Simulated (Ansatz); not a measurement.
**Cl3H3O2Si2: one species, many methods**

An exercise on one series of results from a longer session: the logs are not shown, and one member is left open.

Computed with Ansatz 0.2.0, Gaussian basis. Level: functionals in def2-TZVPP, the program's frozen cores in correlated methods.

Plan: PBE-D4, r2SCAN-D4, PBE0-D4, B3LYP-D4, ωB97X-V, ωB97M-V, B2PLYP; CCSD(T)/def2-TZVPP; MP2/def2-QZVPP; extrapolation to the limit.

## The relaxed structure

All runs share one geometry, relaxed beforehand with PBE0-D4 in a triple-zeta def2 set.

SMILES `O[Si](O)(Cl)[SiH](Cl)Cl`, 10 atoms, charge 0, spin multiplicity 1.

Atoms are counted from 1 here; the program's logs count them from 0.

Bond lengths: O1–Si2 1.633 Å, O1–H8 0.959 Å, Si2–O3 1.622 Å, Si2–Cl4 2.057 Å, Si2–Si5 2.335 Å, O3–H9 0.960 Å, Si5–Cl6 2.045 Å, Si5–Cl7 2.055 Å, Si5–H10 1.479 Å. Angles: Si2–O1–H8 118.0°, O1–Si2–O3 108.8°, O1–Si2–Cl4 108.4°, O1–Si2–Si5 112.7°, O3–Si2–Cl4 112.2°, O3–Si2–Si5 107.3°, Cl4–Si2–Si5 107.5°, Si2–O3–H9 119.4°, Si2–Si5–Cl6 110.4°, Si2–Si5–Cl7 106.1°, Si2–Si5–H10 115.3°, Cl6–Si5–Cl7 109.6°, Cl6–Si5–H10 107.9°, Cl7–Si5–H10 107.5°.

Set-up of the first run:

Contents of in.yaml:

```yaml
crystal:
  periodic: [false, false, false]
  atoms:
    - {symbol: O, position_ang: [-0.980374, 0.008709, 1.721833]}
    - {symbol: Si, position_ang: [0.276036, 0.122637, 0.685317]}
    - {symbol: O, position_ang: [0.937352, 1.597362, 0.824547]}
    - {symbol: Cl, position_ang: [1.616901, -1.374726, 1.124459]}
    - {symbol: Si, position_ang: [-0.367770, -0.142443, -1.543479]}
    - {symbol: Cl, position_ang: [1.278745, -0.299529, -2.745365]}
    - {symbol: Cl, position_ang: [-1.447331, -1.889648, -1.619630]}
    - {symbol: H, position_ang: [-1.299254, -0.867185, 1.948647]}
    - {symbol: H, position_ang: [1.211738, 1.910999, 1.689257]}
    - {symbol: H, position_ang: [-1.226033, 0.933835, -2.085585]}
basis:
  gaussian: {orbitals: def2-TZVPP}
hamiltonian: {xc: pbe, dispersion: d4}
output: {forces: true, orbitals: {seedname: orbitals}}
```

Run with:

```sh
ansatz run in.yaml --threads 2 --pin off --events-out ev --progress --plain --max-ram 32768MiB --backend cuda --devices 0, --max-vram 18GiB
```

Steps of the session up to this table: PBE-D4 (GGA); r2SCAN-D4 (meta-GGA); PBE0-D4 (hybrid); B3LYP-D4 (hybrid); ωB97X-V (range-separated); ωB97M-V (range-separated); B2PLYP (double hybrid); CCSD(T) in def2-TZVPP; MP2 in def2-QZVPP.

One table of the session follows, with a row left open; its other results are not shown here.

```
            method  atomisation energy (kcal/mol)
            PBE-D4                          877.5
         r2SCAN-D4                          871.7
           PBE0-D4                          860.9
          B3LYP-D4                              ?
           ωB97X-V                          871.0
           ωB97M-V                          870.6
            B2PLYP                          847.9
     HF/def2-TZVPP                          619.5
    MP2/def2-TZVPP                          870.1
   CCSD/def2-TZVPP                          820.9
CCSD(T)/def2-TZVPP                          837.6
           MP2/CBS                          903.2
       CCSD(T)/CBS                          870.7
```

Q: Estimate the row for B3LYP-D4 from the others.

As computed: atomisation energy (kcal/mol): 854.7. In the column «atomisation energy (kcal/mol)» it lies between B2PLYP (847.9) and PBE0-D4 (860.9).

Caveats from the session: Free atoms (2 O, 2 Si, 3 Cl, 3 H) were run apart at each level; the atomisation energy is their sum less the molecule, without zero-point or spin-orbit terms.
